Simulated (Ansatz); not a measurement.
# CCSD(T)/cc-pVDZ run of Si2H3F3 (SMILES F[Si](F)(F)[SiH3])

What is the vertical ionisation energy of Si2H3F3 at CCSD(T)/cc-pVDZ? 

The calculation is run with Ansatz 0.2.0.

48 further runs of the same task are left out: 4 that didn't finish, 44 set aside as unsound or not needed.

**1. Starting point**

The species is Si2H3F3 (8 atoms), meant as a singlet with charge 0. SMILES: `F[Si](F)(F)[SiH3]`. The shape is that of a PBE0-D4/def2-TZVP optimisation.

Bond lengths: F1–Si2 1.582 Å, Si2–F3 1.582 Å, Si2–F4 1.582 Å, Si2–Si5 2.328 Å, Si5–H6 1.484 Å, Si5–H7 1.484 Å, Si5–H8 1.484 Å. Some angles: F1–Si2–F3 107.0°, F1–Si2–F4 107.0°, F1–Si2–Si5 111.9°, F3–Si2–F4 107.0°, F3–Si2–Si5 111.9°, F4–Si2–Si5 111.9°, Si2–Si5–H6 108.7°, Si2–Si5–H7 108.7°, Si2–Si5–H8 108.7°, H6–Si5–H7 110.2°.

**2. A single-point energy at CCSD(T)/cc-pVDZ**

File molecule.yaml:

```yaml
crystal:
  periodic: [false, false, false]
  atoms:
    - {symbol: F, position_ang: [1.310500, -1.060500, 1.504800]}
    - {symbol: Si, position_ang: [0.534400, -0.990500, 0.128500]}
    - {symbol: F, position_ang: [-0.479300, -2.204500, 0.107900]}
    - {symbol: F, position_ang: [1.595600, -1.255900, -1.013900]}
    - {symbol: Si, position_ang: [-0.550700, 1.050400, -0.152600]}
    - {symbol: H, position_ang: [-1.525600, 1.227900, 0.951900]}
    - {symbol: H, position_ang: [0.460600, 2.135800, -0.122800]}
    - {symbol: H, position_ang: [-1.253300, 1.040400, -1.459500]}
basis:
  gaussian:
    orbitals: cc-pVDZ
scf:
  omitted_lower_state_checks: [cluster_reference, increment]
accuracy: high
correlation:
  method: ccsd_t
  frozen_orbitals: {F: 1, H: 0, Si: 5}
```

The run is started by

```sh
$ ansatz run molecule.yaml --threads 1 --pin off --max-ram 3480MiB --events-out events.jsonl --progress --plain --runs-dir runs
```

What it wrote:

```text
Warning: RAYON_NUM_THREADS=1 ignored (pool sized by the plan → 1); use --threads N
Functional definition: HF
  name "HF"
  exchange = exact_x
  correlation = 0
these checks for a lower state are left out or cut short: cluster_reference, increment
2061 factors; integrals over basis functions are off by at most 4.6e-9 eV
mean field evaluation 1: about -23891.4067 eV, gradient 3.9e1 eV
mean field evaluation 2: about -23891.4698 eV, gradient 3.9e1 eV
mean field evaluation 4: about -23894.5445 eV, gradient 2.4e0 eV
mean field evaluation 8: about -23894.5797 eV, gradient 9.2e-2 eV
mean field -23894.57975202 eV, -878.1096095588 hartree, gradient 6.1e-8 eV, S^2 0.000000; 0 other end points of the search recorded, 0 dependent functions left out
13 core orbitals not correlated: weight in the atoms' cores, before any rotation towards them, 1.000 or more for the frozen orbitals, at most 0.000 for the correlated occupied ones
reference -23894.57975202 eV, -878.1096095588 hartree; 16, 16 occupied and 64, 64 virtual orbitals, 2061 factors
second order -20.39532392 eV of doubles, -0.00000000 eV of singles
cycle   1  -20.68820711 eV  change   -2.9e-1 eV  update   1.1e-1
cycle   2  -21.17446723 eV  change   -4.9e-1 eV  update   3.1e-2
cycle   3  -21.30196398 eV  change   -1.3e-1 eV  update   1.6e-2
cycle   4  -21.29202732 eV  change    9.9e-3 eV  update   3.3e-3
cycle   5  -21.28976339 eV  change    2.3e-3 eV  update   1.3e-3
cycle   6  -21.29024896 eV  change   -4.9e-4 eV  update   3.4e-4
cycle   7  -21.29005719 eV  change    1.9e-4 eV  update   1.0e-4
cycle   8  -21.28996285 eV  change    9.4e-5 eV  update   2.9e-5
cycle   9  -21.28997068 eV  change   -7.8e-6 eV  update   9.5e-6
cycle  10  -21.28997798 eV  change   -7.3e-6 eV  update   3.2e-6
cycle  11  -21.28997685 eV  change    1.1e-6 eV  update   9.6e-7
cycle  12  -21.28997771 eV  change   -8.6e-7 eV  update   3.0e-7
cycle  13  -21.28997797 eV  change   -2.6e-7 eV  update   9.4e-8
cycle  14  -21.28997798 eV  change   -5.0e-9 eV  update   4.1e-8
cycle  15  -21.28997801 eV  change   -3.6e-8 eV  update   2.5e-8
cycle  16  -21.28997792 eV  change    9.5e-8 eV  update   1.2e-7
cycle  17  -21.28997792 eV  change   -5.1e-9 eV  update   2.8e-8
cycle  18  -21.28997792 eV  change    3.5e-9 eV  update   8.0e-9
cycle  19  -21.28997792 eV  change    1.5e-9 eV  update   2.7e-9
perturbative correction -0.37368813 eV, -0.0137327854 hartree
Total energy: -23916.24341806 eV, -878.9057346018 hartree
Checks for a lower state left out: cluster_reference, increment
```

Wall time 28 s (1 thread of Arm Neoverse V2, shared host); peak memory 0.57 GiB.

**3. The doublet cation at the same level**

molecule.yaml: that of step 2 with these lines changed.

```diff
@@ -12,9 +12,7 @@
 basis:
-  gaussian:
-    orbitals: cc-pVDZ
-scf:
-  omitted_lower_state_checks: [cluster_reference, increment]
+  gaussian: {orbitals: cc-pVDZ}
+total_charge: 1
+magnetization: {spin_polarized: true, initial_magnetization: 1}
+correlation: {method: ccsd_t, frozen_orbitals: {F: 1, H: 0, Si: 5}}
 accuracy: high
-correlation:
-  method: ccsd_t
-  frozen_orbitals: {F: 1, H: 0, Si: 5}
+scf: {omitted_lower_state_checks: [cluster_reference, increment]}
```

The run is started by

```sh
$ ansatz run molecule.yaml --threads 1 --pin off --max-ram 3480MiB --events-out events.jsonl --progress --plain --runs-dir runs
```

What it wrote:

```text
Warning: RAYON_NUM_THREADS=1 ignored (pool sized by the plan → 1); use --threads N
[... 4 set-up lines as earlier in the session ...]
these checks for a lower state are left out or cut short: cluster_reference, increment
2061 factors; integrals over basis functions are off by at most 4.6e-9 eV
mean field evaluation 1: about -23876.0357 eV, gradient 4.3e1 eV
mean field evaluation 2: about -23876.1056 eV, gradient 4.3e1 eV
mean field evaluation 4: about -23883.0240 eV, gradient 2.4e0 eV
mean field evaluation 8: about -23883.1186 eV, gradient 1.9e-1 eV
mean field evaluation 16: about -23883.1194 eV, gradient 1.4e-8 eV
mean field evaluation 32: about -23882.9071 eV, gradient 1.2e0 eV
mean field -23883.11943170 eV, -877.6884505551 hartree, gradient 3.9e-8 eV, S^2 0.757719; 2 other end points of the search recorded, 0 dependent functions left out
13 core orbitals not correlated: weight in the atoms' cores, before any rotation towards them, 1.000 or more for the frozen orbitals, at most 0.000 for the correlated occupied ones
reference -23883.11943170 eV, -877.6884505551 hartree; 16, 15 occupied and 64, 65 virtual orbitals, 2061 factors
second order -20.27866726 eV of doubles, -0.00000000 eV of singles
cycle   1  -20.36549014 eV  change   -8.7e-2 eV  update   1.3e-1
cycle   2  -20.91724458 eV  change   -5.5e-1 eV  update   4.2e-2
cycle   3  -21.09847895 eV  change   -1.8e-1 eV  update   2.6e-2
cycle   4  -21.09528929 eV  change    3.2e-3 eV  update   8.0e-3
cycle   5  -21.08825632 eV  change    7.0e-3 eV  update   4.7e-3
cycle   6  -21.09026795 eV  change   -2.0e-3 eV  update   1.9e-3
cycle   7  -21.09078999 eV  change   -5.2e-4 eV  update   8.3e-4
cycle   8  -21.09070405 eV  change    8.6e-5 eV  update   3.2e-4
cycle   9  -21.09083784 eV  change   -1.3e-4 eV  update   1.4e-4
cycle  10  -21.09084845 eV  change   -1.1e-5 eV  update   5.4e-5
cycle  11  -21.09082324 eV  change    2.5e-5 eV  update   2.5e-5
cycle  12  -21.09083198 eV  change   -8.7e-6 eV  update   1.0e-5
cycle  13  -21.09083320 eV  change   -1.2e-6 eV  update   4.1e-6
cycle  14  -21.09083554 eV  change   -2.3e-6 eV  update   1.9e-6
cycle  15  -21.09083732 eV  change   -1.8e-6 eV  update   7.3e-7
cycle  16  -21.09083782 eV  change   -4.9e-7 eV  update   3.2e-7
cycle  17  -21.09083772 eV  change    9.9e-8 eV  update   1.4e-7
cycle  18  -21.09083767 eV  change    4.6e-8 eV  update   7.4e-8
cycle  19  -21.09083768 eV  change   -6.7e-9 eV  update   4.1e-8
cycle  20  -21.09083746 eV  change    2.2e-7 eV  update   9.6e-8
cycle  21  -21.09083747 eV  change   -6.5e-9 eV  update   2.8e-8
cycle  22  -21.09083745 eV  change    2.2e-8 eV  update   1.5e-8
cycle  23  -21.09083745 eV  change   6.4e-10 eV  update   1.1e-8
cycle  24  -21.09083745 eV  change   -1.2e-9 eV  update   8.5e-9
cycle  25  -21.09083745 eV  change  -8.9e-10 eV  update   5.8e-9
cycle  26  -21.09083745 eV  change  -9.0e-10 eV  update   2.8e-9
perturbative correction -0.43462204 eV, -0.0159720655 hartree
Total energy: -23904.64489119 eV, -878.4794966010 hartree
Checks for a lower state left out: cluster_reference, increment
```

Wall time 2 min (1 thread of Arm Neoverse V2, shared host); peak memory 1.2 GiB.

**4. Results**

Level: CCSD(T)/cc-pVDZ, 13 core orbitals frozen.

```
                                                     quantity          value
                                singlet Si2H3F3: total energy  -878.90573 Eh
singlet Si2H3F3: correlation energy (13 core orbitals frozen)     -796.1 mEh
                              singlet Si2H3F3: (T) correction     -13.73 mEh
                               singlet Si2H3F3: T1 diagnostic          0.013
                                 doublet cation: total energy  -878.47950 Eh
 doublet cation: correlation energy (13 core orbitals frozen)     -791.0 mEh
                               doublet cation: (T) correction     -15.97 mEh
            doublet cation: ⟨S²⟩ of the reference determinant          0.758
                                doublet cation: T1 diagnostic          0.019
           vertical ionisation energy (to the doublet cation)      11.599 eV
```

The vertical ionisation energy comes to 11.60 eV (1119 kJ/mol). The triples (singlet Si2H3F3) make up 1.7 % of the correlation energy. The triples (doublet cation) make up 2.0 % of the correlation energy.
